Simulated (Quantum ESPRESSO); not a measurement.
TiB2 in Quantum ESPRESSO: the effect of target pressure

The system is TiB2.

```xyz
3
Lattice="3.0292 0.0000 0.0000 -1.5146 2.6234 0.0000 0.0000 0.0000 3.2284" Properties=species:S:1:pos:R:3 pbc="T T T"
Ti    0.0000    0.0000    0.0000
B     1.5146    0.8745    1.6142
B     0.0000    1.7489    1.6142
```

Alike in all runs:

* Program: Quantum ESPRESSO 7.5
* Task: phonons
* Functional: LDA
* Potentials or basis: GBRV 1.5 LDA
* Cutoff: 612 eV
* Density cutoff: 4898 eV
* k mesh: 8 × 8 × 7
* Occupations: cold, width 0.2 eV
* Spin: no spin polarisation

Each run relaxes the cell or the atoms first.

```csv
target pressure,relaxed volume (Å³/atom),highest phonon frequency (cm⁻¹)
0 GPa,8.19,920
2 GPa,8.13,929
5 GPa,?,?
10 GPa,7.92,960
```

**Question.** What does the run with target pressure 5 GPa give?

**Answer.** Relaxed volume 8.05 Å³/atom; highest phonon frequency 941 cm⁻¹.

Worked out: A straight line through the other rows of the relaxed volume, of slope -0.0268 Å³/atom per GPa, gives 8.05 Å³/atom, against the run's 8.05. A straight line through the other rows of the highest phonon frequency, of slope 3.96 cm⁻¹ per GPa, gives 940 cm⁻¹, against the run's 941.

Caveats: the mesh is thin for the phonons of a metal; the cell is more than 3 GPa from zero pressure, which shifts response properties (some runs).
